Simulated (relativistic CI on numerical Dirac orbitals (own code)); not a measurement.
# Co⁴⁺: L2,3 absorption multiplets

Aim: the L2,3 absorption spectrum of Co⁴⁺ in 5 surroundings, from the same atomic integrals.

The numbers are computed with relativistic CI on numerical Dirac orbitals (own code) version 1 (Dirac-Coulomb-Breit CI, KLI orbitals optimised for each configuration, model QED (radiative potential, 1s self-energy scaled to tabulated hydrogen-like ionisation energies), valence Slater integrals scaled by 0.7, multiplet model of core-to-valence dipole absorption), except any that are marked as measured or tabulated.

## Step 1: What is computed

```
ion                                            : Co⁴⁺ (Co V)
nuclear charge                                 : 27
electrons                                      : 23
configurations                                 : [Ar] 3d5 → [He] 2s2 2p5 3s2 3p6 3d6
magnetising field for the dichroism, Lz and Sz : exchange field 10 meV on Sz; these come from the lowest magnetised state alone (0 K)
temperature of the isotropic spectrum          : 10 K
widths                                         : Lorentz 0.4 eV, Gauss 0.3 eV
surrounding 1                                  : free ion
surrounding 2                                  : D4h, 10Dq = 19900, Ds = -1500, Dt = 750 cm⁻¹
surrounding 3                                  : D4h, 10Dq = 19900, Ds = -860, Dt = 750 cm⁻¹
surrounding 4                                  : D4h, 10Dq = 19900, Ds = -210, Dt = 750 cm⁻¹
surrounding 5                                  : D4h, 10Dq = 19900, Ds = 430, Dt = 750 cm⁻¹
```

## Step 2: Surrounding 1: free ion

The run's settings:

```ini
atom Co  Z=27  charge=4  electrons=23
nucleus A=59  rms_radius_fm=3.7875
hamiltonian dirac-coulomb  breit=on  qed=on  c_scale=1
orbitals kli  potential=per-configuration
slater_scale 0.7
correlation none
mixing on
configurations
  [Ar] 3d5
  [He] 2s2 2p5 3s2 3p6 3d6
end
absorption L2,3 T=10 lorentz=0.4 gauss=0.3
crystal_field free
```

The program writes no log. Results of the run, from its result record (rounded, main fields), cut to the lines that bear on the results:

```text
{
  "status": "converged",
  "curve, one point in 3 above 2 % of the maximum [energy, isotropic, mcd, ld] [eV; bohr^2/eV]": [
    [784.4, 0.0001413, -6.468e-05, 5.024e-06],
    [784.7, 0.0002027, -7.132e-05, 5.932e-06],
    [785, 0.0003311, -3.715e-05, 8.327e-07],
    [785.3, 0.0007076, 0.0002734, -5.048e-05],
    [785.6, 0.001479, 0.0005823, 2.064e-05],
    [785.9, 0.002061, -0.001552, 0.0005988],
    [786.2, 0.004081, -0.004689, 0.001634],
    [786.5, 0.006673, -0.008626, -0.000465],
    [786.8, 0.004505, -0.00664, -0.001463],
    [787.1, 0.001897, -0.001855, -7.278e-05],
    [787.4, 0.001497, 0.0005909, -0.0002867],
    [787.7, 0.002339, 0.002858, -0.000421],
    [788, 0.002149, 0.001666, 0.0004492],
    [788.3, 0.001445, 0.00113, 4.394e-05],
    [788.6, 0.0006721, 0.0002716, 0.0001044],
    [788.9, 0.0003736, 5.483e-05, 7.7e-05],
    [789.2, 0.0002853, 3.034e-06, -2.506e-05],
    [789.5, 0.0002349, 5.695e-05, -2.588e-05],
    [789.8, 0.0002336, 0.000164, -1.143e-05],
    [790.1, 0.0003514, 0.0003914, -3.788e-05],
    [790.4, 0.000456, 0.0003942, 2.531e-05],
    [790.7, 0.0007103, 0.0006985, 3.756e-05],
    [791, 0.0006507, 0.0008783, -0.0001301],
    [791.3, 0.0003774, 0.0004662, -6.235e-05],
    [791.6, 0.0003743, 0.0004779, -2.574e-05],
    [791.9, 0.0001992, 0.0002256, -6.788e-06],
    [793.5, 0.0001513, 0.0001852, -2.532e-05],
    [800.2, 0.0001572, 1.87e-05, 4.418e-05],
    "... 13 more rows left out ..."
  ],
  "sticks, the strongest [energy, strength] [eV, bohr^2]": [
    [785.6, 0.00056],
    [786.13, 0.000327],
    [786.38, 0.00218],
    [786.55, 0.0008266],
    [786.61, 0.002527],
    [786.87, 0.0005248],
    [787.71, 0.001235],
    [788.01, 0.0005346],
    [788.2, 0.0005508],
    [790.86, 0.0003942],
    [800.86, 0.0004027],
    [801.17, 0.0008],
    [802.77, 0.0005206],
    [803.07, 0.0014]
  ],
  "total [bohr^2]": 0.0144986,
  "centroid [eV]": 790.979,
  "radial 2p6 3d5 [Ha, bohr]": {"<r^-3>(3d)": 7.3778, "<r^1>(3d)": 0.87344, "<r^2>(3d)": 0.93877, "<r^4>(3d)": 1.8216, "F2(3d,3d)": 0.49915, "F4(3d,3d)": 0.31346, "zeta(3d)": 0.0029291},
  "radial 2p5 3d6 [Ha, bohr]": {"<r^-3>(2p)": 552.41, "<r^1>(2p)": 0.22126, "<r^2>(2p)": 0.060014, "<r^4>(2p)": 0.0072631, "zeta(2p)": 0.35494, "<r^-3>(3d)": 8.5095, "<r^1>(3d)": 0.82975, "<r^2>(3d)": 0.84813, "<r^4>(3d)": 1.4977, "F2(3d,3d)": 0.52625, "F4(3d,3d)": 0.33057, "F2(2p,3d)": 0.31528, "G1(2p,3d)": 0.2427, "G3(2p,3d)": 0.13809, "zeta(3d)": 0.003759},
  "ground_degeneracy": 6,
  "ground_Lz": -0.00178889,
  "ground_Sz": -2.49821,
  "ground_S": 2.49851,
  "core_spin_orbit_splitting [eV]": 15.3482
}
```

Wall time 1.3 s (1 thread, shared host).

## Step 3: Surrounding 2: D4h, 10Dq = 19900, Ds = -1500, Dt = 750

Changes to the settings of step 2:

```diff
@@ -12,2 +12,2 @@
 absorption L2,3 T=10 lorentz=0.4 gauss=0.3
-crystal_field free
+crystal_field D4h 10Dq=19900 Ds=-1500 Dt=750
```

Main fields:

```text
{
  "status": "converged",
  "curve, one point in 7 above 2 % of the maximum [energy, isotropic, mcd, ld] [eV; bohr^2/eV]": [
    [783, 0.0001071, -0.0002326, -0.0001035],
    [783.7, 0.0005509, -0.001811, -0.0009079],
    [784.4, 0.0006287, 3.082e-05, -7.392e-05],
    [785.1, 0.001387, -0.0003434, 0.001774],
    [785.8, 0.0006456, -0.0004488, 0.0002003],
    [786.5, 0.002517, -0.004241, -0.002057],
    [787.2, 0.00471, 0.0002612, -0.001042],
    [787.9, 0.001575, -0.0004986, 0.0003725],
    [788.6, 0.001221, 0.000762, 0.001956],
    [789.3, 0.0006175, 0.0005405, 0.0001929],
    [790, 0.0003852, 0.0005019, -5.664e-05],
    [790.7, 0.0004033, 0.0004887, 0.0001023],
    [791.4, 0.00032, 0.0002938, 4.131e-05],
    [792.1, 0.0002563, 0.0002582, -1.25e-05],
    [792.8, 0.0001263, 8.993e-05, 3.491e-05],
    [793.9, 0.0001035, 0.0001042, 1.912e-05],
    [799.5, 0.0003452, 0.0009948, -0.0003649],
    [800.2, 0.0003691, 0.0002407, 0.0003543],
    [800.9, 0.0005928, 0.0001982, 0.0009172],
    [801.6, 0.0003709, 0.0002235, -0.0001246],
    [802.3, 0.0009379, 0.0006966, -0.001323],
    [803, 0.0006942, 0.000988, -0.0007398],
    [803.7, 0.0008984, 0.001196, 3.563e-05],
    [804.4, 0.000315, 0.0002539, 0.0005974],
    [805.1, 0.0001219, 8.25e-05, 5.216e-05]
  ],
  "sticks, the strongest [energy, strength] [eV, bohr^2]": [
    [784.77, 0.0003442],
    [784.81, 0.0002492],
    [786.67, 0.0005009],
    [787.03, 0.0003995],
    [787.06, 0.0002347],
    [787.12, 0.0009578],
    [787.15, 0.0002227],
    [787.2, 0.0002488]
  ],
  "total [bohr^2]": 0.014501,
  "centroid [eV]": 790.919,
  "ground_degeneracy": 2,
  "ground_Lz": -0.00258537,
  "ground_Sz": -2.49698,
  "ground_S": 2.49748,
  "core_spin_orbit_splitting [eV]": 15.3482
}
```

Wall time 1.4 s (1 thread, shared host).

## Step 4: Surrounding 3: D4h, 10Dq = 19900, Ds = -860, Dt = 750

Changes to the settings of step 3:

```diff
@@ -12,2 +12,2 @@
 absorption L2,3 T=10 lorentz=0.4 gauss=0.3
-crystal_field D4h 10Dq=19900 Ds=-1500 Dt=750
+crystal_field D4h 10Dq=19900 Ds=-860 Dt=750
```

Main fields:

```text
{
  "status": "converged",
  "curve, one point in 7 above 2 % of the maximum [energy, isotropic, mcd, ld] [eV; bohr^2/eV]": [
    [783.2, 0.0001217, -0.0002563, -0.0001079],
    [783.9, 0.0004982, -0.001624, -0.0007886],
    [784.6, 0.001195, 6.272e-05, 2.139e-05],
    [785.3, 0.0009159, -0.0002596, 0.00177],
    [786, 0.0006942, -0.0004311, -4.019e-06],
    [786.7, 0.004097, -0.003442, -0.001815],
    [787.4, 0.003081, -0.001235, -0.001116],
    [788.1, 0.00135, -6.342e-05, 0.0009095],
    [788.8, 0.0009368, 0.0006843, 0.001082],
    [789.5, 0.0004942, 0.000551, -0.0001021],
    [790.2, 0.0003856, 0.0004838, -9.526e-05],
    [790.9, 0.0003936, 0.0004084, 0.0002104],
    [791.6, 0.0003154, 0.0002683, 2.373e-05],
    [792.3, 0.0001816, 0.0002209, -4.881e-05],
    [793, 0.0001128, 0.0001096, -1.673e-07],
    [799.3, 0.0001376, 0.0002579, -4.722e-05],
    [800, 0.0003542, 0.0007886, -9.177e-05],
    [800.7, 0.0005713, 0.0001382, 0.001316],
    [801.4, 0.0003399, 1.188e-05, 2.83e-05],
    [802.1, 0.0007569, 5.229e-05, -0.0007344],
    [802.8, 0.000775, 0.001123, -0.000984],
    [803.5, 0.000808, 0.001083, 0.0001134],
    [804.2, 0.0005019, 0.0006069, 0.0005561],
    [804.9, 0.0001463, 0.0001572, 3.401e-05]
  ],
  "sticks, the strongest [energy, strength] [eV, bohr^2]": [
    [784.73, 0.0003232],
    [786.71, 0.0002665],
    [786.77, 0.0003543],
    [786.81, 0.0002661],
    [786.93, 0.001285],
    [787.09, 0.0003583],
    [802.29, 0.0002853],
    [802.45, 0.000289]
  ],
  "total [bohr^2]": 0.014501,
  "centroid [eV]": 790.919,
  "ground_degeneracy": 2,
  "ground_Lz": -0.00250234,
  "ground_Sz": -2.49703,
  "ground_S": 2.49753,
  "core_spin_orbit_splitting [eV]": 15.3482
}
```

It took 1.4 s on 1 thread, shared host.

## Step 5: Surrounding 4: D4h, 10Dq = 19900, Ds = -210, Dt = 750

Changes to the settings of step 4:

```diff
@@ -12,2 +12,2 @@
 absorption L2,3 T=10 lorentz=0.4 gauss=0.3
-crystal_field D4h 10Dq=19900 Ds=-860 Dt=750
+crystal_field D4h 10Dq=19900 Ds=-210 Dt=750
```

Main fields:

```text
{
  "status": "converged",
  "curve, one point in 7 above 2 % of the maximum [energy, isotropic, mcd, ld] [eV; bohr^2/eV]": [
    [783.3, 0.0001187, -0.0002047, -7.502e-05],
    [784, 0.0004891, -0.001596, -0.0007669],
    [784.7, 0.001515, -0.0003166, 0.0003306],
    [785.4, 0.0007548, -0.0002518, 0.0007409],
    [786.1, 0.0008355, -7.671e-05, 0.0002614],
    [786.8, 0.004767, -0.002299, -0.001398],
    [787.5, 0.00261, -0.002633, -0.0009453],
    [788.2, 0.001376, 7.037e-05, 0.0009646],
    [788.9, 0.0008714, 0.0006149, 0.0005498],
    [789.6, 0.0004703, 0.0005656, -0.0001883],
    [790.3, 0.0004104, 0.0004973, -7.483e-05],
    [791, 0.0003984, 0.0003546, 0.0002455],
    [791.7, 0.0003064, 0.0002044, 1.847e-06],
    [792.4, 0.0001548, 0.0002444, -6.582e-05],
    [793.4, 0.0001112, 0.0001988, -5.787e-05],
    [794.1, 0.0001242, 0.0001102, 3.155e-05],
    [799.9, 0.0004395, 0.001081, -0.0001967],
    [800.6, 0.0005912, 0.0001493, 0.001413],
    [801.3, 0.000357, -5.416e-05, 5.602e-05],
    [802, 0.0006174, -0.0001604, -0.000632],
    [802.7, 0.0008734, 0.001357, -0.001084],
    [803.4, 0.0007444, 0.001132, 0.000261],
    [804.1, 0.0006611, 0.001073, 0.0001439],
    [804.8, 0.0001719, 0.0002514, -3.136e-06]
  ],
  "sticks, the strongest [energy, strength] [eV, bohr^2]": [
    [784.7, 0.0003],
    [784.9, 0.0002849],
    [786.68, 0.0004563],
    [786.71, 0.0007196],
    [786.92, 0.0005447],
    [786.98, 0.0007101],
    [786.99, 0.0006128],
    [787.49, 0.0003188]
  ],
  "total [bohr^2]": 0.0145011,
  "centroid [eV]": 790.919,
  "ground_degeneracy": 2,
  "ground_Lz": -0.00243551,
  "ground_Sz": -2.49705,
  "ground_S": 2.49754,
  "core_spin_orbit_splitting [eV]": 15.3482
}
```

Run time: 1.4 s. Hardware: 1 thread, shared host.

## Step 6: Surrounding 5: D4h, 10Dq = 19900, Ds = 430, Dt = 750

Changes to the settings of step 5:

```diff
@@ -12,2 +12,2 @@
 absorption L2,3 T=10 lorentz=0.4 gauss=0.3
-crystal_field D4h 10Dq=19900 Ds=-210 Dt=750
+crystal_field D4h 10Dq=19900 Ds=430 Dt=750
```

Main fields:

```text
{
  "status": "converged",
  "curve, one point in 7 above 2 % of the maximum [energy, isotropic, mcd, ld] [eV; bohr^2/eV]": [
    [783.2, 9.329e-05, -0.0001041, -2.401e-05],
    [783.9, 0.0003716, -0.0009319, -0.0004252],
    [784.6, 0.001296, -0.000586, 0.0001549],
    [785.3, 0.0008804, -0.0005392, 0.0006701],
    [786, 0.0008821, 0.0002178, 0.000392],
    [786.7, 0.003637, 0.0005862, 0.0006049],
    [787.4, 0.003375, -0.006104, -0.003171],
    [788.1, 0.001252, -0.0003647, 0.0005475],
    [788.8, 0.00103, 0.0005715, 0.000484],
    [789.5, 0.0005004, 0.0005027, -0.0001879],
    [790.2, 0.0004137, 0.0005393, -0.0001017],
    [790.9, 0.0004177, 0.0005066, 0.0001194],
    [791.6, 0.0002929, 0.0001498, 4.72e-05],
    [792.3, 0.0001824, 0.0002968, -9.648e-05],
    [793, 0.0001001, 0.0001548, -2.831e-05],
    [793.7, 0.0001514, 0.0002629, -5.664e-05],
    [799.5, 0.0001333, 0.0001654, 5.612e-05],
    [800.2, 0.0007512, 0.0008183, 0.0005857],
    [800.9, 0.0004051, 0.0001539, 0.0002919],
    [801.6, 0.0003944, -0.0001216, -0.0002729],
    [802.3, 0.001082, -0.0003482, -0.0009643],
    [803, 0.0007358, 0.001857, -0.0006685],
    [803.7, 0.0006234, 0.0008096, 0.0008808],
    [804.4, 0.000411, 0.0007598, -0.0001839],
    [805.1, 0.0001168, 0.0001235, 7.989e-06]
  ],
  "sticks, the strongest [energy, strength] [eV, bohr^2]": [
    [784.69, 0.000284],
    [784.87, 0.0003253],
    [786.57, 0.0005391],
    [786.61, 0.0006244],
    [786.64, 0.0003968],
    [787.08, 0.0004114],
    [787.14, 0.0004298],
    [787.18, 0.0003744]
  ],
  "total [bohr^2]": 0.0145011,
  "centroid [eV]": 790.918,
  "ground_degeneracy": 2,
  "ground_Lz": -0.00238463,
  "ground_Sz": -2.49702,
  "ground_S": 2.49752,
  "core_spin_orbit_splitting [eV]": 15.3482
}
```

Wall time 1.4 s (1 thread, shared host).

## Step 7: The spectra side by side

| surrounding | ground S | Lz (0 K) | Sz (0 K) | centroid (eV) | share of the lower edge | up to four highest peaks (% of the highest), eV |
| --- | --- | --- | --- | --- | --- | --- |
| 1: free | 2.50 | 0.00 | -2.50 | 790.98 | 0.755* | 786.5 (100), 787.8 (36), 801.1 (20), 803.0 (32) |
| 2: D4h | 2.50 | 0.00 | -2.50 | 790.92 | 0.758* | 784.9 (33), 787.1 (100), 788.3 (28), 802.4 (20) |
| 3: D4h | 2.50 | 0.00 | -2.50 | 790.92 | 0.758* | 784.9 (31), 786.9 (100), 788.4 (26), 802.4 (21) |
| 4: D4h | 2.50 | 0.00 | -2.50 | 790.92 | 0.758* | 784.9 (33), 787.0 (100), 788.4 (28), 802.4 (23) |
| 5: D4h | 2.50 | 0.00 | -2.50 | 790.92 | 0.758* | 784.9 (38), 787.1 (100), 788.4 (33), 802.4 (26) |

* From the broadened curve, split at its minimum between the edges.

## Step 8: Results

| quantity | value |
| --- | --- |
| highest peak, first run | 786.5 eV |
| ground spin (effective S from ⟨S²⟩) | 2.50 |
| share of the lower edge | 0.755 to 0.758 |
| core spin-orbit splitting (without Breit) | 15.35 eV |

**Reading.** The lower edge takes 0.75 of the intensity in surrounding 1, above the statistical 0.67. The position of the maximum differs by up to 0.6 eV between the surroundings, by shifts of peaks or by peaks exchanging rank. Edge positions are free-ion values and differ from those in solids by a few eV or more.
